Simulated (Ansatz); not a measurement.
## CH6OSn, SMILES C[O][SnH3]: a single point from an input written key by key, step by step

Program: the Ansatz DFT code, driven from Python.

The script reads `input.yaml`:
```yaml
crystal:
  periodic: [false, false, false]
  atoms:
    - { symbol: C, position_ang: [-0.4919, 0.8443, -0.9446] }
    - { symbol: O, position_ang: [-0.8883, -0.4107, -0.5545] }
    - { symbol: Sn, position_ang: [0.3701, -0.9469, 0.8541] }
    - { symbol: H, position_ang: [-1.1702, 1.225, -1.7533] }
    - { symbol: H, position_ang: [0.4889, 0.9042, -1.3989] }
    - { symbol: H, position_ang: [-0.6286, 1.6185, -0.1096] }
    - { symbol: H, position_ang: [2.0569, -0.9129, 0.227] }
    - { symbol: H, position_ang: [0.061, -2.5506, 1.4073] }
    - { symbol: H, position_ang: [0.2906, 0.1827, 2.2554] }
basis:
  gaussian: { orbitals: def2-TZVP }
hamiltonian:
  xc: b3lyp
```

Notebook, run cell by cell (the value of a cell's last expression is shown):

```python
import ansatz as az
```

```python
session = az.Session.from_deck('input.yaml')
report = session.plan(threads=1).execute().report

print('reference energy %16.6f eV' % report['reference_energy_ev'])
print('total energy     %16.6f eV' % report['free_energy_ev'])
print('occupied orbitals outside the frozen core (up, down):', report['n_occupied'], ' frozen:', report['n_frozen'], ' virtual:', report['n_virtual'])
symbols = ['C', 'O', 'Sn', 'H', 'H', 'H', 'H', 'H', 'H']
```

    reference energy     -9015.824682 eV
    total energy         -9015.824682 eV
    occupied orbitals outside the frozen core (up, down): [21, 21]  frozen: 0  virtual: [127, 127]

Caveats:
- Total energies depend on the basis set; only differences at equal settings carry meaning.
- The geometry is a force-field or estimated start, not a minimum of this method, and the basis set is short of its limit.
- Finished in 4.8 s on 1 thread of Arm Neoverse V1, on a shared host, peak memory 0.31 GiB.
